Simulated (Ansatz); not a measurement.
# Lu (Lu, diamond): the cost of one run

Method: DFT BLYP, plane waves (420 eV) with PAW, scalar-relativistic; the PAW data stem from PBE, with regenerated cores, in Ansatz 0.2.0.

### Step 1. The system as given

It takes space group Fd-3m (No. 227, cubic). The conventional cell has a = 6.830 Å, b = 6.830 Å, c = 6.830 Å, α = 90.00°, β = 90.00°, γ = 90.00°. Lu (site symmetry -43m) is surrounded by 4 Lu at 2.96 Å.

Structure file:

```cif
data_structure
_symmetry_space_group_name_H-M 'Fd-3m:1'
_symmetry_Int_Tables_number 227
_cell_length_a 6.8296
_cell_length_b 6.8296
_cell_length_c 6.8296
_cell_angle_alpha 90.000
_cell_angle_beta 90.000
_cell_angle_gamma 90.000
_cell_volume 318.56
loop_
_atom_site_label
_atom_site_type_symbol
_atom_site_symmetry_multiplicity
_atom_site_Wyckoff_symbol
_atom_site_fract_x
_atom_site_fract_y
_atom_site_fract_z
_atom_site_occupancy
Lu1 Lu 8 b 0.75000 0.75000 0.75000 1
```

### Step 2. Geometry optimisation

input.yaml reads:

```yaml
crystal:
  lattice:
    - [0.0, 3.4148174924, 3.4148174924]
    - [3.4148174924, 0.0, 3.4148174924]
    - [3.4148174924, 3.4148174924, 0.0]
  atoms:
    - { symbol: Lu, position: [0.125, 0.125, 0.125] }
    - { symbol: Lu, position: [0.875, 0.875, 0.875] }
hamiltonian:
  xc: blyp
  pseudopotentials:
    kind: paw
    azcp:
      Lu: "pseudopotentials/Lu.paw.azcp"
basis:
  ecutwfc: 420
  fft_grid_basis: typed
kpoints:
  mp_grid: { grid: [8, 8, 8], shift: [0, 0, 0] }
magnetization:
  spin_polarized: false
scf:
  occupations: { method: fermi_dirac, width: 0.1 }
relax:
  max_steps: 60
  f_tol: 0.01
  cell: {}
output:
  write_density: true
  write_potential: true
  elf: true
  volumetric_format: npy
```

What time and memory should one allow on 2 threads of Intel Xeon 6975P-C (Granite Rapids), shared host?

About 13 s, with a peak of 0.48 GiB.
